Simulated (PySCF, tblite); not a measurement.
# C4H5BrF radical: geometry, infrared bands and EPR parameters

What infrared bands and EPR parameters should C4H5BrF radical (`FC[C@]1(Br)[CH]C1`) show?

Computed with tblite 0.8.0 and PySCF 2.14.0, with density-fitted response routines of our own, on a single molecule in the gas phase. Atoms count from 0, in the outputs and in this text.

## Step 1: The starting structure

11 atoms, charge 0, multiplicity 2; geometry from: force field or distance geometry start.

Bonds of the start (Å): F0–C1 1.38, C1–C2 1.50, C2–Br3 1.95, C2–C4 1.50, C4–C5 1.52, C5–C2 1.53, C1–H6 1.10, C1–H7 1.14, C4–H8 1.11, C5–H9 1.10, C5–H10 1.10.

## Step 2: Geometry optimisation with GFN2-xTB

What the job is given:

```
{"job": {"kind": "relax", "xc": "GFN2-xTB", "basis": "xTB"}, "charge": 0, "multiplicity": 2}
F      1.400700    -0.669400    -1.605500
C      1.227100    -0.448000    -0.250800
C      0.069500     0.486700    -0.086900
Br     0.284900     2.212300    -0.967200
C     -0.752200     0.542800     1.166600
C     -1.350000    -0.075600    -0.087500
H      1.152700    -1.372300     0.336200
H      2.164100     0.109900     0.066800
H     -0.520400    -0.110700     2.028300
H     -2.160600     0.490700    -0.574200
H     -1.510500    -1.163700    -0.051700
```

Launch:

```
$ OMP_NUM_THREADS=1 python probes_run.py task.json out
```

This one command runs all jobs of the session in turn.

**Question.** This job is followed by: GFN2-xTB harmonic vibrations, gas phase; UKS B3LYP, def2-TZVP-core on Br, pcH-1 on C F H, non-relativistic, mean-field spin-orbit, GIAO. What will the session give for the following? strongest single infrared mode (GFN2-xTB); zero-point energy (GFN2-xTB); g(iso) (B3LYP); ⟨S²⟩; largest a(iso); potential on the surface of density 0.002 e/bohr³, 1st and 99th percentile.

The runs gave:

```
                                                                  quantity                 value
                                 strongest single infrared mode (GFN2-xTB)   587 cm⁻¹, 79 km/mol
                                              zero-point energy (GFN2-xTB)         47.5 kcal/mol
                                                            g(iso) (B3LYP)               2.00987
                                                                      ⟨S²⟩    0.754 (exact 0.75)
                                                            largest a(iso)  13C on C4, 229.5 MHz
potential on the surface of density 0.002 e/bohr³, 1st and 99th percentile    -1.05 V and 1.19 V
```

Relaxing lowered the energy by 0.445 eV in 94 steps; the close pair that moved most is C4–C5, from 1.521 to 1.459 Å. All 27 modes are real, so the xTB geometry is a minimum. The strongest single mode, at 587 cm⁻¹, moves mainly H8. Unscaled tight-binding wavenumbers are off by several per cent, some by more. Its intensities can rank the bands wrongly. Most of the unpaired spin sits on C4 (0.92 e). The isotropic g lies 7.6 ppt above the free-electron value. The hyperfine terms hold no scalar relativity, which the heavier nuclei need. The conformer search found further structures of the same energy, which may be mirror or relabelled copies of this one.
